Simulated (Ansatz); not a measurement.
# Al5GaN6: the cost of one run

Method: DFT PBE, scalar-relativistic, plane waves, PAW, in Ansatz 0.2.0.

### Step 1. Starting point

It takes space group P-3m1 (No. 164, trigonal). Conventional cell: a = 3.342 Å, b = 3.342 Å, c = 16.372 Å, α = 90.00°, β = 90.00°, γ = 120.00°. Around Al (site symmetry -3m) lie 6 N at 2.36 Å. Al (site symmetry 3m) is surrounded by 6 N at 2.36 Å. Ga (site symmetry -3m) is surrounded by 6 N at 2.36 Å. N (site symmetry 3m) has 6 Al at 2.36 Å as nearest neighbours. N (site symmetry 3m) has 3 Ga at 2.36 Å and 3 Al at 2.36 Å as nearest neighbours.

As a file:

```cif
data_structure
_symmetry_space_group_name_H-M 'P 1'
_symmetry_Int_Tables_number 1
_cell_length_a 3.3420
_cell_length_b 3.3420
_cell_length_c 16.3722
_cell_angle_alpha 90.000
_cell_angle_beta 90.000
_cell_angle_gamma 120.000
_cell_volume 158.36
loop_
_atom_site_label
_atom_site_type_symbol
_atom_site_fract_x
_atom_site_fract_y
_atom_site_fract_z
_atom_site_occupancy
Al1 Al 0.00000 0.00000 0.50000 1
Al2 Al 0.33333 0.66667 0.33333 1
Al3 Al 0.66667 0.33333 0.16667 1
Al4 Al 0.33333 0.66667 0.83333 1
Al5 Al 0.66667 0.33333 0.66667 1
Ga1 Ga 0.00000 0.00000 0.00000 1
N1 N 0.33333 0.66667 0.58333 1
N2 N 0.66667 0.33333 0.41667 1
N3 N 0.00000 0.00000 0.25000 1
N4 N 0.33333 0.66667 0.08333 1
N5 N 0.66667 0.33333 0.91667 1
N6 N 0.00000 0.00000 0.75000 1
```

The start is an ordering of an alloy on its end members' structure types: elements ordered on the sites of the GaN type, Al/Ga on Ga (P-3m1, No. 164).

### Step 2. The guess as it stands, on a coarse mesh

input.yaml

```yaml
crystal:
  lattice:
    - [3.34195383, 0.0, 0.0]
    - [-1.67097691, 2.89421691, 0.0]
    - [0.0, 0.0, 16.37216323]
  atoms:
    - { symbol: Al, position: [0.0, 0.0, 0.5] }
    - { symbol: Al, position: [0.33333333, 0.66666667, 0.33333333] }
    - { symbol: Al, position: [0.66666667, 0.33333333, 0.16666667] }
    - { symbol: Al, position: [0.33333333, 0.66666667, 0.83333333] }
    - { symbol: Al, position: [0.66666667, 0.33333333, 0.66666667] }
    - { symbol: Ga, position: [0.0, 0.0, 0.0] }
    - { symbol: "N", position: [0.33333333, 0.66666667, 0.58333333] }
    - { symbol: "N", position: [0.66666667, 0.33333333, 0.41666667] }
    - { symbol: "N", position: [0.0, 0.0, 0.25] }
    - { symbol: "N", position: [0.33333333, 0.66666667, 0.08333333] }
    - { symbol: "N", position: [0.66666667, 0.33333333, 0.91666667] }
    - { symbol: "N", position: [0.0, 0.0, 0.75] }
basis:
  ecutwfc: 420
kpoints:
  mp_grid: { grid: [6, 6, 1] }
hamiltonian:
  xc: pbe
scf:
  occupations: { method: gaussian, width: 0.1 }
  lower_state_search: "off"
output:
  forces: true
  stress: true
  eigenvalues: true
```

Launch:

```
> ansatz run input.yaml --threads 1 --pin off --max-ram 2560MiB --backend cpu --events-out ev --progress --plain --runs-dir out
```

Q: Estimate wall time and peak memory on 1 thread of Arm Neoverse V1, shared host.

About 3.2 s, with a peak of 0.39 GiB.
